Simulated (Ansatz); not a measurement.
# BaMn2Bi2 (I4/mmm) in Ansatz: a series of runs

The runs below take BaMn2Bi2 through relaxation of cell and atoms, with PBEsol.

Program: Ansatz 0.2.0. These are calculated values, not measurements. Logs are shortened: lines on timing, memory, paths and dates and some standing lists are left out, and cuts for length are marked.

**1. The structure**

It takes space group I4/mmm (No. 139, tetragonal). Conventional cell: a = 4.493 Å, b = 4.493 Å, c = 14.556 Å, α = 90.00°, β = 90.00°, γ = 90.00°. Around Bi (site symmetry 4mm) lie 4 Mn at 2.82 Å. Around Ba (site symmetry 4/mmm) lie 8 Bi at 3.72 Å and 8 Mn at 4.28 Å. Mn (site symmetry -4m2) has 4 Bi at 2.82 Å and 4 Mn at 3.18 Å as nearest neighbours.

The cell is a database's computed one.

**2. Relaxation of cell and atoms, PBEsol, collinear spin, ferromagnetic start**

input.yaml reads:

```yaml
crystal:
  lattice:
    - [-2.2462852742, 2.2462852742, 7.2781801451]
    - [2.2462852742, -2.2462852742, 7.2781801451]
    - [2.2462852742, 2.2462852742, -7.2781801451]
  atoms:
    - { symbol: Bi, position: [0.633212, 0.633212, 0.0] }
    - { symbol: Bi, position: [0.366788, 0.366788, 0.0] }
    - { symbol: Ba, position: [0.0, 0.0, 0.0] }
    - { symbol: Mn, position: [0.75, 0.25, 0.5], spin: 4.0 }
    - { symbol: Mn, position: [0.25, 0.75, 0.5], spin: 4.0 }
hamiltonian:
  xc: pbesol
  pseudopotentials: { kind: paw }
magnetization:
  spin_polarized: true
kpoints:
  mp_grid: { grid: [8, 8, 8] }
scf:
  occupations: { method: fermi_dirac, width: 0.05 }
output:
  forces: true
  stress: true
  eigenvalues: true
relax:
  f_tol: 0.01
  max_steps: 40
  cell: { stress_tol: 0.05 }
```

Potentials or basis: Ansatz PAW.

On the command line:

```
$ ansatz run input.yaml --threads 2 --pin off --max-ram 5632MiB --backend cpu --events-out ev --progress --plain --runs-dir out
```

What it wrote:

```text
Warning: RAYON_NUM_THREADS=2 ignored (pool sized by the plan → 2); use --threads N
basis.fft_grid_basis auto: the FFT boxes are laid along the combinations [[1, 0, 1], [0, 1, 1], [0, 0, 1]] of the cell's own vectors, 4.493, 4.493 and 7.941 Å long. The dense box has 32×32×54 points. Along the cell's own vectors, as sized, it would have 54×54×54, 2.85 times as many. Of the 16 symmetry operations that the crystal satisfies within crystal.symmetry.tolerance (time reversal apart; of a slab, those that keep its plane) the dense box along the cell's own vectors carries 16, and the one as laid loses 12 of those. basis.fft_grid_basis: typed keeps the cell's own vectors: state it where this run's energies or levels are differenced outside the engine with another run's, or held beside a run that keeps those vectors.
Engine: ansatz 0.2.0, x86_64-unknown-linux-gnu
Pseudopotentials: kind: paw
Pseudopotential: Bi, paw, valence charge 15, recommended cutoff 420 eV (normal), Bi.paw.azcp
Pseudopotential: Ba, paw, valence charge 10, recommended cutoff 420 eV (normal), Ba.paw.azcp
Pseudopotential: Mn, paw, valence charge 15, recommended cutoff 420 eV (normal), Mn.paw.azcp
Functional definition: PBEsol
  exchange = pbesol_x
  correlation = pbesol_c
Crystal: 5 atoms, lattice volume = 146.897 Å³
Basis set: ecut = 420 eV, 2873 PW (Γ), FFT grids on a1+a3, a2+a3, a3, exchange–correlation on 64×64×108 points (8 copies of the dense FFT grid, shifted against one another)
Bands: 47, of which v1, the nominal top of the filled ones, is band 35 counted from 1 (34 counted from 0)
Symmetry: 16 space group operations
Space group: I4/mmm (ITA 139), of the structure as read, at distance tolerance 5.3e-5 Å
Magnetic group: BNS 139.531 (UNI 1191), of the structure as read, at distance tolerance 5.3e-5 Å
k-points: 59 of 512
Non-local potential: Bi, projectors of the file, l = 0: 2, l = 1: 2, l = 2: 2, l = 3: 2
Non-local potential: Ba, projectors of the file, l = 0: 3, l = 1: 2, l = 2: 2, l = 3: 2
Non-local potential: Mn, projectors of the file, l = 0: 3, l = 1: 2, l = 2: 3, l = 3: 1
PAW form: soft (Blöchl's): semilocal exchange-correlation on the pseudo side does not see the compensation charge
PAW frozen core: Bi, regenerated for the run's functional, and the local potential with it (the file was generated under x = pbe(κ = 0.804, μ = 0.2195149727645171), c = pbe(β = 0.06672455060314922))
PAW frozen core: Ba, regenerated for the run's functional, and the local potential with it (the file was generated under x = pbe(κ = 0.804, μ = 0.2195149727645171), c = pbe(β = 0.06672455060314922))
PAW frozen core: Mn, regenerated for the run's functional, and the local potential with it (the file was generated under x = pbe(κ = 0.804, μ = 0.2195149727645171), c = pbe(β = 0.06672455060314922))
PAW one-centre angular grid: Bi, 590 points (default); XC on 64 Gauss nodes
PAW one-centre angular grid: Ba, 194 points (default); XC on 64 Gauss nodes
[... 146 lines left out ...]
  E_band       = -785.334833
  E_kinetic    = 1383.057598
  E_local      = -9036.718416  (includes V_loc(G=0)·N_el)
  E_nonlocal   = 1681.958647
  E_hartree    = 3560.575801
  E_xc         = -688.632314
  E_vxc        = -708.628320  (∫ρ·V_xc dr)
  E_paw        = -28713.413385  (= ΣΔE_a)
  E_vpaw       = -1226.155207  (= ΣTr[D̂ρ^β])
  E_aug_tail   = -0.000937  (compensation charges beyond the density's cutoff)
  E_ewald      = -6271.804849
  E_core_change = 0.670238  (= ΣΔE_core)
  E_smearing   = -0.041345  (= −TS)
  E_closure    = 0.000000  (closes the sum)
  Σ components = -38084.348962   (vs F -38084.348962, Δ=0.00e0)
--- Forces (eV/Å), atoms counted from 1 ---
  atom   1  Bi    -0.00000000     0.00000000    -0.00001898
  atom   2  Bi     0.00000000     0.00000000     0.00001898
  atom   3  Ba    -0.00000000    -0.00000000     0.00000000
  atom   4  Mn     0.00000000     0.00000000     0.00000000
  atom   5  Mn    -0.00000000    -0.00000000     0.00000000
  max |Σ_I F_I| component: 6.94e-18 eV/Å
--- Stress (GPa, compression-positive) ---
       -0.002186      -0.000000       0.000000
       -0.000000      -0.002186      -0.000000
        0.000000      -0.000000      -0.007576
  P = ⅓ Tr σ = -0.0040 GPa (-0.040 kbar)
--- Band table (eV; the first three rows and the last of 118) ---
  k-point 0 ↑: bands = ["-69.6035", "-69.6004", "-38.6457", "-38.6414", "-38.4239", "-38.4239", "-38.4009", "-38.4009", "-16.8963", "-11.2023", "-11.2023", "-11.2012", "-11.1815", "-11.1815", "-11.1743", "-11.1711", "-11.1342", "-11.1256", "-11.1237", "-2.2218", "-2.0833", "-2.0833", "-0.6611", "0.8286", "6.0462", "7.7264", "7.7264", "7.8975", "8.1704", "8.5366", "8.5366", "8.7723", "8.8073", "9.2884", "9.7198", "9.7198", "9.7771", "11.3537", "12.1131", "12.1131", "12.5607", "13.4725", "13.8109", "14.1041", "14.7317", "15.0074", "15.5745"]
  k-point 1 ↑: bands = ["-69.6033", "-69.6006", "-38.6453", "-38.6416", "-38.4242", "-38.4202", "-38.4046", "-38.4006", "-16.8922", "-11.2039", "-11.2027", "-11.2001", "-11.1827", "-11.1808", "-11.1714", "-11.1691", "-11.1348", "-11.1269", "-11.1223", "-2.2070", "-2.1853", "-2.1187", "-0.4257", "0.7812", "6.2548", "7.4640", "7.7863", "7.9835", "8.1346", "8.2476", "8.5567", "8.8061", "8.8104", "9.1749", "9.2081", "9.6091", "10.0275", "10.8733", "11.0057", "12.8904", "13.3751", "13.4270", "14.1562", "14.3409", "14.9989", "15.4619", "15.5754"]
  k-point 2 ↑: bands = ["-69.6027", "-69.6011", "-38.6445", "-38.6424", "-38.4251", "-38.4136", "-38.4114", "-38.3999", "-16.8827", "-11.2081", "-11.2036", "-11.1983", "-11.1854", "-11.1791", "-11.1647", "-11.1644", "-11.1351", "-11.1303", "-11.1188", "-2.3503", "-2.2032", "-2.1084", "-0.0398", "0.7151", "6.4125", "7.2841", "7.3296", "7.9628", "8.2282", "8.4064", "8.5270", "8.6668", "8.7025", "8.9874", "9.0352", "9.2407", "10.0346", "10.3292", "10.5276", "12.5951", "13.3423", "13.9545", "14.0702", "14.4915", "14.8553", "15.2957", "16.5046"]
  k-point 58 ↓: bands = ["-65.6944", "-65.6907", "-34.7144", "-34.7088", "-34.6280", "-34.6280", "-34.6002", "-34.6002", "-16.8784", "-11.2153", "-11.2147", "-11.2147", "-11.1823", "-11.1823", "-11.1806", "-11.1714", "-11.1447", "-11.1424", "-11.1338", "-2.2964", "-2.0426", "-2.0426", "-0.0155", "0.2151", "7.9451", "8.6131", "9.3530", "9.3530", "9.4233", "9.4233", "10.9437", "10.9868", "11.0319", "12.3215", "12.4990", "12.4990", "12.8162", "13.1005", "13.2489", "13.9158", "13.9158", "14.1833", "14.7915", "15.2362", "15.8100", "15.8705", "16.0315"]
--- Relaxed structure (6 steps of the walk, 6 accepted, 1 SCFs on fresh bases) ---
  F+E_penalty+E_count = -38084.34896198 eV   max|allowed force component| = 1.898e-5 eV/Å   (the final SCF, on the basis selected at the relaxed cell)
  cell:  # Å, volume = 136.1473 Å³
    - [-2.2674599131926785, 2.2674599131926785, 6.6201811738066265]
    - [2.2674599131926785, -2.2674599131926785, 6.6201811738066265]
    - [2.2674599131926785, 2.2674599131926785, -6.6201811738066265]
  atoms:
    - { symbol: Bi, position: [0.6311618123929277, 0.6311618123929277, 2.8052028860021405e-34] }
    - { symbol: Bi, position: [0.3688381876070721, 0.3688381876070721, 1.3731088240884153e-34] }
    - { symbol: Ba, position: [-3.932705261889893e-19, -3.932705261889893e-19, -2.14346099147307e-35] }
    - { symbol: Mn, position: [0.7499999999999999, 0.24999999999999997, 0.49999999999999994] }
    - { symbol: Mn, position: [0.24999999999999997, 0.7499999999999999, 0.49999999999999994] }
```

It took 3.2 min on 2 threads of Intel Xeon Platinum 8488C (Sapphire Rapids), shared host; peak memory 0.93 GiB.

What came out:

```yaml
Free_energy: -38084.3490 eV
Relaxed_volume: 27.23 Å³/atom
Relaxed_cell: a = 7.356 Å, b = 7.356 Å, c = 7.356 Å, α = 144.09°, β = 144.09°, γ = 51.69°
Space_group_after_relaxing_to_0.05_Å: I4/mmm (No. 139)
Energy_gained_by_relaxing: 25.4 meV/atom
Ionic_steps: 7
Pressure_after_relaxing: 0.0 GPa
Band_gap_on_the_k_mesh: none (metal or under the smearing width)
Net_moment: 7.88 μB per cell
Absolute_moment: 8.25 μB per cell
Site_moments: Bi -0.04; Ba +0.04; Mn +3.71 μB
```

The path:
| step | energy change (eV) | largest force (eV/Å) | volume (Å³) |
| --- | --- | --- | --- |
| 1 | 0.0000 | 0.0119 | 146.90 |
| 2 | -0.0954 | 0.1020 | 138.02 |
| 3 | -0.1199 | 0.0098 | 135.34 |
| 4 | -0.1276 | 0.0721 | 135.41 |
| 5 | -0.1286 | 0.0277 | 136.28 |
| 6 | -0.1288 | 0.0001 | 136.15 |
| 7 | -0.1272 | 0.0000 | 136.15 |

Final structure:
```
CELL_PARAMETERS angstrom
-2.26746 2.26746 6.62018
2.26746 -2.26746 6.62018
2.26746 2.26746 -6.62018
ATOMIC_POSITIONS crystal
Bi 0.63116 0.63116 0.00000
Bi 0.36884 0.36884 0.00000
Ba 0.00000 0.00000 0.00000
Mn 0.75000 0.25000 0.50000
Mn 0.25000 0.75000 0.50000
```

Levels at points of the mesh, in eV from the Fermi level:
Spin up:
| k point | band 37 | band 38 | band 39 | band 40 | band 41 | band 42 |
| --- | --- | --- | --- | --- | --- | --- |
| (0.00, 0.00, 0.00) | -1.46 | 0.11 | 0.87 | 0.87 | 1.32 | 2.23 |
| (0.00, 0.00, -0.50) | -1.75 | -1.26 | -1.23 | -0.90 | 2.08 | 3.06 |
| (0.00, -0.50, 0.00) | -0.47 | -0.45 | -0.31 | 0.70 | 1.79 | 2.21 |
| (-0.50, -0.50, -0.50) | -1.37 | -1.21 | 0.29 | 1.04 | 1.04 | 1.55 |
Spin down:
```tsv
k point	band 29	band 30	band 31	band 32	band 33	band 34
(0.00, 0.00, 0.00)	-1.82	-1.48	-0.30	0.40	0.49	0.65
(0.00, 0.00, -0.50)	-2.26	-0.80	-0.64	0.03	0.10	0.26
(0.00, -0.50, 0.00)	-1.53	-1.47	0.30	0.43	0.44	0.50
(-0.50, -0.50, -0.50)	-1.82	-1.82	-0.30	-0.25	-0.21	1.08
```

Caveat: the magnetic or orbital state may not be the lowest; the plane-wave basis is chosen anew once the cell has moved, so the energies of steps on either side of that aren't comparable; spin-orbit coupling is left out, which moves the levels of the heavy elements; the PAW data sets come from PBE, with cores solved anew for the run's functional, which leaves a small shift of forces and pressure.

(Part 1 of 2 ends here.)
